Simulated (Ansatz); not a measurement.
# RbSi2: a trial structure relaxed

Where does this trial cell of RbSi2 go when cell and atoms are let free, and does the end survive a random kick?

Method: DFT PBE, scalar-relativistic, plane waves, PAW, in Ansatz 0.2.0.

## 1. Starting point

Symmetry: Fm-3m, No. 225, cubic system. The conventional cell has a = 6.188 Å, b = 6.188 Å, c = 6.188 Å, α = 90.00°, β = 90.00°, γ = 90.00°. Rb (site symmetry m-3m) has 8 Si at 2.68 Å as nearest neighbours. Around Si (site symmetry -43m) lie 4 Rb at 2.68 Å.

Structure file:

```cif
data_structure
_symmetry_space_group_name_H-M 'P 1'
_symmetry_Int_Tables_number 1
_cell_length_a 4.3753
_cell_length_b 4.3753
_cell_length_c 4.3753
_cell_angle_alpha 60.000
_cell_angle_beta 60.000
_cell_angle_gamma 60.000
_cell_volume 59.22
loop_
_atom_site_label
_atom_site_type_symbol
_atom_site_fract_x
_atom_site_fract_y
_atom_site_fract_z
_atom_site_occupancy
Rb1 Rb 0.00000 0.00000 0.00000 1
Si1 Si 0.25000 0.25000 0.25000 1
Si2 Si 0.75000 0.75000 0.75000 1
```

A structure generator made this guess: species swapped into a database cell of PbO2 (Fm-3m, No. 225), with Rb on the Pb sites and Si on the O sites. The dimensions are guesses.

## 2. The guess as it stands, on a coarse mesh

Contents of input.yaml:

```yaml
crystal:
  lattice:
    - [0.0, 3.09377737, 3.09377737]
    - [3.09377737, 0.0, 3.09377737]
    - [3.09377737, 3.09377737, 0.0]
  atoms:
    - { symbol: Rb, position: [0.0, 0.0, 0.0] }
    - { symbol: Si, position: [0.25, 0.25, 0.25] }
    - { symbol: Si, position: [0.75, 0.75, 0.75] }
basis:
  ecutwfc: 420
kpoints:
  mp_grid: { grid: [6, 6, 6] }
hamiltonian:
  xc: pbe
scf:
  occupations: { method: gaussian, width: 0.1 }
  lower_state_search: "off"
output:
  forces: true
  stress: true
  eigenvalues: true
```

Run with:

```sh
$ ansatz run input.yaml --threads 1 --pin off --max-ram 2560MiB --backend cpu --events-out ev --progress --plain --runs-dir out
```

Further runs follow: coarse relaxation; full relaxation; reference for the kick test; kicked and relaxed without symmetry.

Q: Predict the outcome of this session. Wanted: conventional cell; volume; energy over the elements; gap on the mesh.

As calculated:

| quantity | value |
| --- | --- |
| symmetry at the end (tolerance 0.05 Å) | space group Fm-3m (No. 225) |
| conventional cell | a = 7.274 Å, b = 7.274 Å, c = 7.274 Å, α = 90.00°, β = 90.00°, γ = 90.00° |
| volume | 32.07 Å³/atom |
| energy over the elements | +1.57 eV/atom |
| gap on the mesh | none (metal) |

What this shows: The space group Fm-3m (No. 225) is kept, and the volume per atom grows by 62.5 % from the first guess. The formation energy is positive, so the separate elements lie lower. No finished test with a distortion of lower symmetry is shown, so the end may be a saddle point.
